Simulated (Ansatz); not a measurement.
# C started on a P site in zincblende BP, 16 atoms, charge −1

Which settings matter for this cell? A base run comes first, then runs with one to three settings changed.

All numbers are computed with Ansatz 0.2.0 (PAW, plane waves).

## Step 1: Starting point

16 atoms (8 B, 7 P, 1 C); a = 6.393 Å, b = 6.393 Å, c = 6.393 Å, α = 60.00°, β = 60.00°, γ = 60.00°. All atoms were shaken off their sites by about 0.04 Å along each axis. Defect site 1: (0.625, 0.625, 0.625).

As a file:

```xyz
16
Lattice="0.0000 4.5202 4.5202 4.5202 0.0000 4.5202 4.5202 4.5202 0.0000" Properties=species:S:1:pos:R:3 pbc="T T T"
B     4.4828    0.0699    4.5284
B     4.5012    4.5744    4.4627
B     2.2887    6.7627    4.5019
B     6.7496    6.7936    4.6013
B     6.7563    8.9843    6.8068
B     2.2667    4.4642    2.2330
B     4.5333    6.7827    2.2865
B     4.4738    2.2853    2.2502
P     1.0604    1.1437    1.1382
P     3.4157    3.3295    1.0800
P     3.3640    3.4195    5.6893
P     3.4424    1.1396    3.3860
P     3.3885    5.5526    3.4113
P     0.9905    3.3631    3.4020
P     5.6371    3.4498    3.4024
C     5.7113    5.7299    5.6277
```

## Step 2: Single point with PBEsol

Contents of in.yaml:

```yaml
crystal:
  lattice:
    - [0.000000, 4.520189, 4.520189]
    - [4.520189, 0.000000, 4.520189]
    - [4.520189, 4.520189, 0.000000]
  atoms:
    - { symbol: B, position: [0.012779, 0.989033, 0.002687] }
    - { symbol: B, position: [0.501746, 0.485542, 0.510252] }
    - { symbol: B, position: [0.992859, 0.003099, 0.503240] }
    - { symbol: B, position: [0.513845, 0.504103, 0.989104] }
    - { symbol: B, position: [0.999378, 0.506491, 0.988211] }
    - { symbol: B, position: [0.490072, 0.003930, 0.497531] }
    - { symbol: B, position: [0.501734, 0.004097, 0.998801] }
    - { symbol: B, position: [0.006828, 0.490987, 0.498753] }
    - { symbol: P, position: [0.135112, 0.116685, 0.117907] }
    - { symbol: P, position: [0.109934, 0.128997, 0.626650] }
    - { symbol: P, position: [0.635451, 0.623187, 0.121038] }
    - { symbol: P, position: [0.119824, 0.629266, 0.132294] }
    - { symbol: P, position: [0.616727, 0.137963, 0.611676] }
    - { symbol: P, position: [0.638753, 0.113861, 0.105268] }
    - { symbol: P, position: [0.134415, 0.618300, 0.628783] }
    - { symbol: C, position: [0.624560, 0.620451, 0.643062] }
kpoints:
  mp_grid: { grid: [2, 2, 2], shift: [0.5, 0.5, 0.5] }
hamiltonian:
  xc: pbesol
total_charge: -1
scf:
  occupations: { method: fermi_dirac, width: 0.01 }
output:
  forces: true
  eigenvalues: true
  populations: true
  charged_corrections: { epsilon: 11 }
```

The run is started by

```
$ ansatz run in.yaml --threads 8 --pin off --max-ram 13300MiB --runs-dir r --events-out ev --progress --plain
```

Standard output:

```text
Pseudopotentials: kind: paw
Functional definition: PBEsol
  exchange = pbesol_x
  correlation = pbesol_c
Crystal: 16 atoms, lattice volume = 184.714 Å³
Basis set: ecut = 420 eV, 3695 PW (Γ), exchange–correlation on 90×90×90 points (8 copies of the dense FFT grid, shifted against one another)
Bands: 48, of which v1, the nominal top of the filled ones, is band 32 counted from 1 (31 counted from 0)
Symmetry: 1 space group operations
Space group: P1 (ITA 1), of the structure as read, at distance tolerance 5.7e-5 Å
k-points: 4 of 8 (time reversal used)
Non-local potential: B, projectors of the file, l = 0: 2, l = 1: 2, l = 2: 1
Non-local potential: P, projectors of the file, l = 0: 2, l = 1: 2, l = 2: 2
Non-local potential: C, projectors of the file, l = 0: 2, l = 1: 2, l = 2: 1
PAW form: soft (Blöchl's): semilocal exchange-correlation on the pseudo side does not see the compensation charge
PAW frozen core: B, regenerated for the run's functional, and the local potential with it (the file was generated under x = pbe(κ = 0.804, μ = 0.2195149727645171), c = pbe(β = 0.06672455060314922))
PAW frozen core: P, regenerated for the run's functional, and the local potential with it (the file was generated under x = pbe(κ = 0.804, μ = 0.2195149727645171), c = pbe(β = 0.06672455060314922))
PAW frozen core: C, regenerated for the run's functional, and the local potential with it (the file was generated under x = pbe(κ = 0.804, μ = 0.2195149727645171), c = pbe(β = 0.06672455060314922))
PAW one-centre angular grid: B, 110 points (default); XC on 64 Gauss nodes
PAW one-centre angular grid: P, 110 points (default); XC on 64 Gauss nodes
PAW one-centre angular grid: C, 110 points (default); XC on 64 Gauss nodes
Initial density: superposition of atomic densities (neutral atoms scaled as one to the charged cell's electrons: chi_scale 0, normalization atom), corrected by the library's trained network
Initial wavefunctions: pseudopotential atomic-orbital guess
Functional: x = pbesol(κ = 0.804, μ = 0.12345679012345678), c = pbesol(β = 0.046)
SCF iter   1: F=—  HF=-6641.814891 eV  |F-HF|=—  |Δ(HF+E_count)|=         —  Δρ=7.97e-3  dr2=1.49e-1  ethr=1.77e-3  ⟨swp⟩=8.0  Hψ=1038  notcnv=0  defer=9
preconditioner: auto → Resta (q_TF=auto, 2.287 Å⁻¹)  ε∞=5.3  [insulator: Δε(μ)=1.370 eV  Ē_g=10.599 eV  σ=0.010 eV  W_gap=1.00  n_scr=26 (ndim 8)  ℏωp=21.9 eV  f_vac=0.000  D(μ)=0.00/eV (n_scr^D=0)  ε∞_Penn≈5.3]
SCF iter   2: F=—  HF=-6641.780473 eV  |F-HF|=—  |Δ(HF+E_count)|=   3.44e-2  Δρ=4.10e-3  dr2=4.09e-2  ethr=2.33e-4  ⟨swp⟩=2.8  Hψ=303  notcnv=0  defer=38
SCF iter   3: F=—  HF=-6641.769334 eV  |F-HF|=—  |Δ(HF+E_count)|=   1.11e-2  Δρ=1.36e-3  dr2=4.63e-3  ethr=6.40e-5  ⟨swp⟩=3.0  Hψ=296  notcnv=0  defer=38
SCF iter   4: F=—  HF=-6641.768603 eV  |F-HF|=—  |Δ(HF+E_count)|=   7.31e-4  Δρ=3.69e-4  dr2=3.10e-4  ethr=7.24e-6  ⟨swp⟩=3.0  Hψ=296  notcnv=0  defer=38
SCF iter   5: F=—  HF=-6641.768641 eV  |F-HF|=—  |Δ(HF+E_count)|=   3.77e-5  Δρ=1.29e-4  dr2=2.39e-5  ethr=4.84e-7  ⟨swp⟩=2.5  Hψ=258  notcnv=0  defer=38
SCF iter   6: F=—  HF=-6641.768703 eV  |F-HF|=—  |Δ(HF+E_count)|=   6.20e-5  Δρ=1.55e-5  dr2=4.38e-7  ethr=3.73e-8  ⟨swp⟩=2.0  Hψ=288  notcnv=0  defer=38
SCF iter   7: F=-6641.768703 eV  HF=-6641.768703 eV  |F-HF|=1.03e-8  |Δ(HF+E_count)|=   2.62e-7  Δρ=3.35e-6  dr2=3.03e-8  ethr=1.56e-10  ⟨swp⟩=14.5  Hψ=1166  notcnv=0
SCF 1 converged in 7 iterations: F = -6641.768703 eV  dr2 = 3.03e-8
SCF converged after 7 iterations
Free energy (F): -6641.768703 eV
Harris-Foulkes:  -6641.768703 eV  (|F-HF|=1.03e-8)
Internal energy: -6641.768703 eV  (E = F + TS)
E sigma→0 (E₀):  -6641.768703 eV
Fermi energy:    9.520588 eV
--- Per-component energies (eV) ---
  E_band       = 151.351619
  E_kinetic    = 990.578538
  E_local      = -604.160762  (includes V_loc(G=0)·N_el)
  E_nonlocal   = 357.278086
  E_hartree    = 148.024326
  E_xc         = -744.775824
  E_vxc        = -807.317555  (∫ρ·V_xc dr)
  E_paw        = -4577.726144  (= ΣΔE_a)
  E_vpaw       = -81.075000  (= ΣTr[D̂ρ^β])
  E_aug_tail   = 0.000004  (compensation charges beyond the density's cutoff)
  E_ewald      = -2211.448387
  E_core_change = 0.461460  (= ΣΔE_core)
  E_smearing   = -0.000000  (= −TS)
  E_closure    = 0.000000  (closes the sum)
  E_deformation_potential = -15.778233  (in the stress; not in F)
  Σ components = -6641.768703   (vs F -6641.768703, Δ=0.00e0)
--- Forces (eV/Å), atoms counted from 1 ---
  atom   1  B      0.07710688    -1.45090631    -0.10840648
  atom   2  B      2.20920125     0.01845879     3.52265618
  atom   3  B     -1.05135265    -0.28243166    -0.20042143
  atom   4  B     -1.68665301    -1.82890290     0.44780136
  atom   5  B      0.17797090     1.78764025    -0.29316682
  atom   6  B     -2.03295178     1.42148176    -1.24620146
  atom   7  B     -1.90862498    -0.66760286    -0.40793016
  atom   8  B      3.12207736    -1.58183898    -1.28385168
  atom   9  P      1.94309397    -0.03311451     0.18926375
  atom  10  P     -0.93125644     1.31087155     0.93220930
  atom  11  P      0.76365686    -0.31065876    -1.04369056
  atom  12  P     -2.21291931     0.98957363     0.02929592
  atom  13  P     -1.11363647     1.63070443    -1.64740223
  atom  14  P      3.33466378     1.07927426     0.58950730
  atom  15  P     -0.39707782    -1.56792288     0.21071546
  atom  16  C     -0.29331440    -0.51463020     0.30959826
  max |Σ_I F_I| component: 2.33e-5 eV/Å
--- Charged-cell corrections in eV (Makov–Payne, q = -1.000 e, ε = 11.000) ---
  F (periodic)     = -6641.768703  (uncorrected; the corrections below are reported, never added to it)
  E_corr1          = +0.331947  (monopole, q²α_M/2εL)
  F Makov-Payne    = -6641.436756  (F + E_corr1; no measured alignment; for a localised charge, not one spread in a band: unchecked)
--- Band table (eV) ---
  k-point 0: bands = ["-6.5119", "-4.4461", "-3.4912", "-3.4313", "-3.2435", "-2.5040", "-2.4645", "-1.2444", "-0.1080", "0.0963", "0.1516", "0.6611", "1.2065", "1.2791", "1.6323", "3.6897", "3.7229", "4.0239", "4.7793", "4.9216", "4.9982", "5.7336", "5.8220", "6.1090", "6.3154", "6.6432", "6.7586", "7.2411", "7.4088", "7.6255", "8.6004", "8.8374", "10.2038", "10.3218", "10.5021", "11.5982", "11.8236", "11.8922", "12.0625", "12.3728", "12.4125", "12.5584", "12.7510", "12.8352", "12.9068", "13.7353", "14.0187", "14.1826"]
  k-point 1: bands = ["-5.8232", "-5.0633", "-4.3982", "-3.7838", "-3.4000", "-2.7033", "-2.1637", "-1.2271", "0.4324", "0.8025", "0.9846", "1.5792", "1.9260", "2.7396", "2.8534", "3.1035", "3.2309", "3.7207", "4.1074", "4.2041", "4.5198", "4.6959", "5.1065", "5.3709", "5.5784", "5.8774", "6.0995", "6.1491", "6.3940", "7.1902", "7.7652", "8.0974", "10.7866", "11.3911", "11.8495", "12.2028", "12.2605", "12.7875", "12.8881", "13.1743", "13.4070", "13.8063", "13.9522", "14.0883", "14.4367", "14.5838", "14.8724", "15.0251"]
  k-point 2: bands = ["-5.8312", "-5.0538", "-4.3683", "-3.7770", "-3.4840", "-2.6521", "-2.1850", "-1.2086", "0.5204", "0.8185", "0.9334", "1.5486", "1.9127", "2.7169", "2.8952", "3.0996", "3.2010", "3.5215", "4.1603", "4.2540", "4.5069", "4.7152", "5.0810", "5.5250", "5.6152", "5.8214", "5.9581", "6.1653", "6.6165", "7.2102", "7.6594", "8.0914", "10.8319", "11.4577", "11.9037", "12.0811", "12.1881", "12.7650", "13.0382", "13.1806", "13.3700", "13.6938", "13.9722", "14.2177", "14.3907", "14.4834", "14.7907", "15.0207"]
  k-point 3: bands = ["-5.8418", "-5.0520", "-4.3297", "-3.8370", "-3.4162", "-2.6363", "-2.2089", "-1.2950", "0.3953", "0.8544", "1.0104", "1.5779", "2.0852", "2.6225", "2.8683", "3.0674", "3.2017", "3.5675", "4.1622", "4.2962", "4.6618", "4.7655", "5.0913", "5.3307", "5.4561", "5.8652", "6.0688", "6.2559", "6.5539", "6.8863", "7.7963", "8.1129", "10.7319", "11.5045", "11.7705", "12.1040", "12.3453", "12.7161", "12.9767", "13.1841", "13.3755", "13.8182", "14.0205", "14.1422", "14.3844", "14.6353", "14.7915", "14.9642"]
--- Löwdin populations: 16 sites ---
  site symbol       q [e]
     0      B      3.7480
     1      B      3.6198
     2      B      3.7024
     3      B      3.5137
     4      B      3.7163
     5      B      3.5475
     6      B      3.7370
     7      B      3.5919
     8      P      4.2820
     9      P      4.2616
    10      P      4.3028
    11      P      4.3059
    12      P      4.2631
    13      P      4.3163
    14      P      4.2716
    15      C      4.3138
  spilling = 0.007913 (of n_electrons = 64.000000)
```

It took 0.7 s on 8 threads of Intel Xeon 6975P-C, shared host; peak memory 0.56 GiB.

Spacing of the frontier levels at a 2×2×2 mesh: 1.37 eV (8.837 to 10.204 eV).

## Step 3: Variant: cutoff 650 eV

Changes to in.yaml since step 2:

```diff
@@ -24,2 +24,3 @@
   mp_grid: { grid: [2, 2, 2], shift: [0.5, 0.5, 0.5] }
+basis: { ecutwfc: 650 }
 hamiltonian:
@@ -29,2 +30,3 @@
   occupations: { method: fermi_dirac, width: 0.01 }
+  max_iter: 100
 output:
@@ -32,3 +34,2 @@
   eigenvalues: true
-  populations: true
-  charged_corrections: { epsilon: 11 }
+  stress: true
```

The run is started by

```
$ ansatz run in.yaml --threads 8 --pin off --max-ram 13300MiB --runs-dir r --events-out ev --progress --plain
```

Standard output:

```text
[... 4 set-up lines as earlier in the session ...]
Crystal: 16 atoms, lattice volume = 184.714 Å³
Basis set: ecut = 650 eV, 6879 PW (Γ), exchange–correlation on 108×108×108 points (8 copies of the dense FFT grid, shifted against one another)
Bands: 48, of which v1, the nominal top of the filled ones, is band 32 counted from 1 (31 counted from 0)
[... 2 set-up lines as earlier in the session ...]
k-points: 4 of 8 (time reversal used)
[... 13 set-up lines as earlier in the session ...]
SCF iter   1: F=—  HF=-6641.833918 eV  |F-HF|=—  |Δ(HF+E_count)|=         —  Δρ=7.95e-3  dr2=1.49e-1  ethr=1.77e-3  ⟨swp⟩=8.0  Hψ=1041  notcnv=0  defer=10
preconditioner: auto → Resta (q_TF=auto, 2.287 Å⁻¹)  ε∞=5.3  [insulator: Δε(μ)=1.371 eV  Ē_g=10.599 eV  σ=0.010 eV  W_gap=1.00  n_scr=26 (ndim 8)  ℏωp=21.9 eV  f_vac=0.000  D(μ)=0.00/eV (n_scr^D=0)  ε∞_Penn≈5.3]
SCF iter   2: F=—  HF=-6641.799984 eV  |F-HF|=—  |Δ(HF+E_count)|=   3.39e-2  Δρ=4.10e-3  dr2=4.09e-2  ethr=2.32e-4  ⟨swp⟩=2.0  Hψ=252  notcnv=0  defer=38
SCF iter   3: F=—  HF=-6641.788743 eV  |F-HF|=—  |Δ(HF+E_count)|=   1.12e-2  Δρ=1.39e-3  dr2=4.81e-3  ethr=6.38e-5  ⟨swp⟩=3.2  Hψ=302  notcnv=0  defer=10
automatic band count: iteration 3 solves 41 bands in place of 48: the levels show a gap, and the empty bands left out lie too high to hold charge; the band table lists the bands solved (type scf.n_extra_bands for more)
SCF iter   4: F=—  HF=-6641.787974 eV  |F-HF|=—  |Δ(HF+E_count)|=   7.69e-4  Δρ=3.75e-4  dr2=3.17e-4  ethr=7.51e-6  ⟨swp⟩=3.0  Hψ=293  notcnv=0  defer=10
SCF iter   5: F=—  HF=-6641.788007 eV  |F-HF|=—  |Δ(HF+E_count)|=   3.32e-5  Δρ=1.33e-4  dr2=2.55e-5  ethr=4.95e-7  ⟨swp⟩=2.2  Hψ=257  notcnv=0  defer=10
SCF iter   6: F=—  HF=-6641.787980 eV  |F-HF|=—  |Δ(HF+E_count)|=   2.69e-5  Δρ=1.63e-5  dr2=4.85e-7  ethr=3.99e-8  ⟨swp⟩=2.0  Hψ=264  notcnv=0  defer=10
SCF iter   7: F=-6641.787981 eV  HF=-6641.787981 eV  |F-HF|=1.25e-8  |Δ(HF+E_count)|=   2.62e-7  Δρ=3.67e-6  dr2=3.66e-8  ethr=1.56e-10  ⟨swp⟩=12.0  Hψ=807  notcnv=0
SCF 1 converged in 7 iterations: F = -6641.787981 eV  dr2 = 3.66e-8
SCF converged after 7 iterations
Free energy (F): -6641.787981 eV
Harris-Foulkes:  -6641.787981 eV  (|F-HF|=1.25e-8)
Internal energy: -6641.787981 eV  (E = F + TS)
E sigma→0 (E₀):  -6641.787981 eV
Fermi energy:    9.520414 eV
--- Per-component energies (eV) ---
  E_band       = 151.340209
  E_kinetic    = 990.502122
  E_local      = -604.207326  (includes V_loc(G=0)·N_el)
  E_nonlocal   = 357.381150
  E_hartree    = 148.029730
  E_xc         = -744.748131
  E_vxc        = -807.285012  (∫ρ·V_xc dr)
  E_paw        = -4577.758594  (= ΣΔE_a)
  E_vpaw       = -81.110018  (= ΣTr[D̂ρ^β])
  E_aug_tail   = -0.000006  (compensation charges beyond the density's cutoff)
  E_ewald      = -2211.448387
  E_core_change = 0.461460  (= ΣΔE_core)
  E_smearing   = -0.000000  (= −TS)
  E_closure    = -0.000000  (closes the sum)
  E_deformation_potential = -15.778233  (in the stress; not in F)
  Σ components = -6641.787981   (vs F -6641.787981, Δ=0.00e0)
--- Forces (eV/Å), atoms counted from 1 ---
  atom   1  B      0.07713692    -1.45140270    -0.10845279
  atom   2  B      2.20857847     0.01749001     3.52247668
  atom   3  B     -1.05167118    -0.28249934    -0.20047447
  atom   4  B     -1.68733349    -1.82961219     0.44831568
  atom   5  B      0.17805873     1.78823870    -0.29323174
  atom   6  B     -2.03237996     1.42050916    -1.24548723
  atom   7  B     -1.90919884    -0.66779998    -0.40806557
  atom   8  B      3.12176802    -1.58121418    -1.28310681
  atom   9  P      1.94370331    -0.03313093     0.18929388
  atom  10  P     -0.93144817     1.31130741     0.93235938
  atom  11  P      0.76388347    -0.31087274    -1.04392896
  atom  12  P     -2.21362189     0.98972016     0.02928616
  atom  13  P     -1.11391482     1.63120429    -1.64785086
  atom  14  P      3.33548945     1.07955469     0.58980365
  atom  15  P     -0.39712866    -1.56846957     0.21080215
  atom  16  C     -0.29194613    -0.51303340     0.30823615
  max |Σ_I F_I| component: 2.48e-5 eV/Å
--- Stress (GPa, compression-positive) ---
       -9.197627      -2.414741       0.208937
       -2.414741      -9.323163      -0.895758
        0.208936      -0.895759      -8.625994
  P = ⅓ Tr σ = -9.0489 GPa (-90.489 kbar)
--- Band table (eV) ---
  k-point 0: bands = ["-6.5120", "-4.4463", "-3.4915", "-3.4315", "-3.2437", "-2.5042", "-2.4648", "-1.2440", "-0.1081", "0.0962", "0.1515", "0.6611", "1.2065", "1.2790", "1.6323", "3.6895", "3.7227", "4.0237", "4.7791", "4.9214", "4.9980", "5.7333", "5.8217", "6.1087", "6.3151", "6.6429", "6.7583", "7.2408", "7.4085", "7.6252", "8.6001", "8.8372", "10.2037", "10.3216", "10.5020", "11.5980", "11.8235", "11.8920", "12.0623", "12.3726", "12.4123"]
  k-point 1: bands = ["-5.8234", "-5.0635", "-4.3984", "-3.7840", "-3.4001", "-2.7036", "-2.1640", "-1.2267", "0.4324", "0.8025", "0.9845", "1.5791", "1.9259", "2.7394", "2.8532", "3.1034", "3.2308", "3.7205", "4.1072", "4.2038", "4.5195", "4.6957", "5.1063", "5.3707", "5.5782", "5.8771", "6.0992", "6.1488", "6.3937", "7.1899", "7.7650", "8.0971", "10.7864", "11.3909", "11.8493", "12.2026", "12.2603", "12.7872", "12.8878", "13.1741", "13.4067"]
  k-point 2: bands = ["-5.8313", "-5.0540", "-4.3685", "-3.7772", "-3.4842", "-2.6523", "-2.1853", "-1.2082", "0.5204", "0.8184", "0.9333", "1.5485", "1.9125", "2.7167", "2.8950", "3.0995", "3.2009", "3.5213", "4.1601", "4.2538", "4.5067", "4.7150", "5.0808", "5.5248", "5.6150", "5.8211", "5.9578", "6.1650", "6.6162", "7.2099", "7.6591", "8.0911", "10.8317", "11.4574", "11.9035", "12.0808", "12.1879", "12.7648", "13.0380", "13.1803", "13.3698"]
  k-point 3: bands = ["-5.8419", "-5.0521", "-4.3298", "-3.8372", "-3.4163", "-2.6365", "-2.2092", "-1.2946", "0.3953", "0.8543", "1.0104", "1.5779", "2.0851", "2.6223", "2.8681", "3.0673", "3.2015", "3.5673", "4.1620", "4.2960", "4.6616", "4.7653", "5.0911", "5.3305", "5.4558", "5.8650", "6.0685", "6.2556", "6.5537", "6.8860", "7.7961", "8.1126", "10.7317", "11.5043", "11.7703", "12.1037", "12.3451", "12.7158", "12.9765", "13.1839", "13.3752"]
```

Wall time 0.7 s (8 threads of Intel Xeon 6975P-C, shared host); peak memory 0.72 GiB.

Change from the base: energy -1.2 meV/atom; forces by 0.001 eV/Å rms; frontier spacing 1.37 eV (base 1.37).

[end of part 1 of 3]
